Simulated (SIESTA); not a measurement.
The system is GaGe3.

```
Ge Ga
1.0
     4.27847    0.00000    0.00000
     0.00000    4.27847    0.00000
     0.00000    0.00000    4.27847
Ge Ga
3 1
Direct
  0.50000 0.50000 0.00000
  0.50000 0.00000 0.50000
  0.00000 0.50000 0.50000
  0.00000 0.00000 0.00000
```

The cell comes from a database or a generator and needn't be the stable form of this composition.

- Program: SIESTA 5.4.2
- Task: single point
- Functional: PBEsol
- Potentials or basis: PseudoDojo 0.4 standard (PBEsol files)
- Basis: DZP (energy shift 0.003 Ry; two zetas on semicore shells)
- Grid cutoff: 800 Ry
- Energy shift: 0.003 Ry
- k mesh: 6 × 6 × 6
- Occupations: fermi-dirac, width 0.05 eV
- Spin: no spin polarisation

On this cell: pressure -3.0 GPa; largest force zero by symmetry; band gap on the k mesh none (metal or under the smearing width).

The same run follows on a disturbed copy (atoms moved at random, drawn with an rms of 0.05 Å):

```
Ge Ga
1.0
     4.27847    0.00000    0.00000
     0.00000    4.27847    0.00000
     0.00000    0.00000    4.27847
Ge Ga
3 1
Direct
  0.50060 0.49937 0.99202
  0.51509 0.99312 0.49466
  0.01245 0.49265 0.49997
  0.00368 0.00652 0.00590
```

What changes?

The energy (extrapolated to zero smearing) moves by +0.1 meV/atom; pressure -2.8 GPa; largest force 0.108 eV/Å; band gap on the k mesh none (metal or under the smearing width).

Forces in eV/Å, atoms in the order of the input:
```
Ge  -0.063  0.084 -0.027
Ge   0.039 -0.044  0.018
Ge   0.012  0.035  0.056
Ga   0.012 -0.075 -0.047
```

Stress tensor (GPa, compression positive):
```
-2.85  0.06 -0.04
 0.06 -2.82 -0.05
-0.04 -0.05 -2.76
```

Caveats: the basis of atomic orbitals isn't converged, which shifts pressures, moduli and gaps.
